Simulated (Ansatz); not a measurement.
**ClFGeH4Si: a ladder of functionals and wavefunction methods**

The task here is to estimate one member of a computed series from the others.

Method: functionals in def2-TZVPP, the program's frozen cores in correlated methods; program: Ansatz 0.2.0, Gaussian basis.

Levels to be run: LDA (SPW92), PBE-D4, revPBE-D4, BLYP-D4, r2SCAN-D4, B97M-V, PBE0-D4, B3LYP-D4, r2SCANh-D4, r2SCAN0-D4, HSE06-D4, BHLYP-D4, CAM-B3LYP-D4, LC-ωPBE, ωB97X-V, ωB97M-V, B2PLYP, PBE-QIDH; CCSD(T)/def2-SVP; CCSD(T)/def2-TZVPP; MP2/def2-QZVPP; extrapolation to the limit; RPA on PBE.

## The relaxed structure

The geometry comes from an earlier relaxation with PBE0-D4 in a triple-zeta def2 set; it is a stationary point, not always the lowest conformer.

SMILES `F[SiH](Cl)[GeH3]`, 8 atoms, charge 0, spin multiplicity 1.

Atoms are counted from 1 here; the program's logs count them from 0.

Bond lengths: F1–Si2 1.596 Å, Si2–Cl3 2.047 Å, Si2–Ge4 2.376 Å, Si2–H5 1.481 Å, Ge4–H6 1.536 Å, Ge4–H7 1.534 Å, Ge4–H8 1.536 Å. Angles: F1–Si2–Cl3 107.9°, F1–Si2–Ge4 109.6°, F1–Si2–H5 107.3°, Cl3–Si2–Ge4 109.5°, Cl3–Si2–H5 107.4°, Ge4–Si2–H5 115.0°, Si2–Ge4–H6 110.2°, Si2–Ge4–H7 109.6°, Si2–Ge4–H8 108.9°, H6–Ge4–H7 109.6°, H6–Ge4–H8 109.1°, H7–Ge4–H8 109.4°.

The first run:

Input file in.yaml:

```yaml
crystal:
  periodic: [false, false, false]
  atoms:
    - {symbol: F, position_ang: [1.700789, -1.264156, 0.840769]}
    - {symbol: Si, position_ang: [1.135876, 0.096053, 0.225353]}
    - {symbol: Cl, position_ang: [2.061199, 0.403649, -1.574614]}
    - {symbol: Ge, position_ang: [-1.208672, -0.095690, -0.111703]}
    - {symbol: H, position_ang: [1.551528, 1.193182, 1.128771]}
    - {symbol: H, position_ang: [-1.915628, -0.372457, 1.223805]}
    - {symbol: H, position_ang: [-1.496448, -1.240315, -1.091947]}
    - {symbol: H, position_ang: [-1.736344, 1.222635, -0.696133]}
basis:
  gaussian: {orbitals: def2-TZVPP}
hamiltonian: {xc: lda}
output: {orbitals: {seedname: orbitals}}
```

Launch:

```console
> ansatz run in.yaml --threads 4 --pin off --events-out ev --progress --plain --max-ram 10444MiB
```

Among the steps run: LDA; PBE-D4 (GGA); revPBE-D4 (GGA); BLYP-D4 (GGA); r2SCAN-D4 (meta-GGA); B97M-V (meta-GGA); PBE0-D4 (hybrid); B3LYP-D4 (hybrid); r2SCANh-D4 (hybrid); r2SCAN0-D4 (hybrid); HSE06-D4 (hybrid); BHLYP-D4 (hybrid); CAM-B3LYP-D4 (range-separated); LC-ωPBE (range-separated); ωB97X-V (range-separated); ωB97M-V (range-separated); B2PLYP (double hybrid); PBE-QIDH (double hybrid).

One of the session's tables, all rows but one given; the rest of the session is left out.

It belongs to the step «Frontier levels by functional». 

| functional | HOMO (eV) | gap (eV) |
| --- | --- | --- |
| LDA (SPW92) | -7.23 | 5.73 |
| PBE-D4 | -7.13 | 5.86 |
| revPBE-D4 | -7.09 | 5.92 |
| BLYP-D4 | -7.01 | 5.91 |
| r2SCAN-D4 | ? | ? |
| B97M-V | -7.54 | 6.42 |
| PBE0-D4 | -8.34 | 7.91 |
| B3LYP-D4 | -8.14 | 7.53 |
| r2SCANh-D4 | -7.88 | 7.18 |
| r2SCAN0-D4 | -8.53 | 8.26 |
| HSE06-D4 | -7.94 | 7.14 |
| BHLYP-D4 | -9.44 | 9.94 |
| CAM-B3LYP-D4 | -9.63 | 10.27 |
| LC-ωPBE | -10.92 | 12.69 |
| ωB97X-V | -10.60 | 12.24 |
| ωB97M-V | -10.38 | 11.78 |

Estimate the missing values for r2SCAN-D4.

Worked estimate for «HOMO (eV)». Against the share of exact exchange, r2SCANh-D4 (0.1, -7.88), r2SCAN0-D4 (0.25, -8.53) give a slope of -4.33 per unit share; at 0 the line stands at -7.45.

As computed: HOMO (eV): -7.44; gap (eV): 6.45. In «HOMO (eV)» the line misses by -0.01.
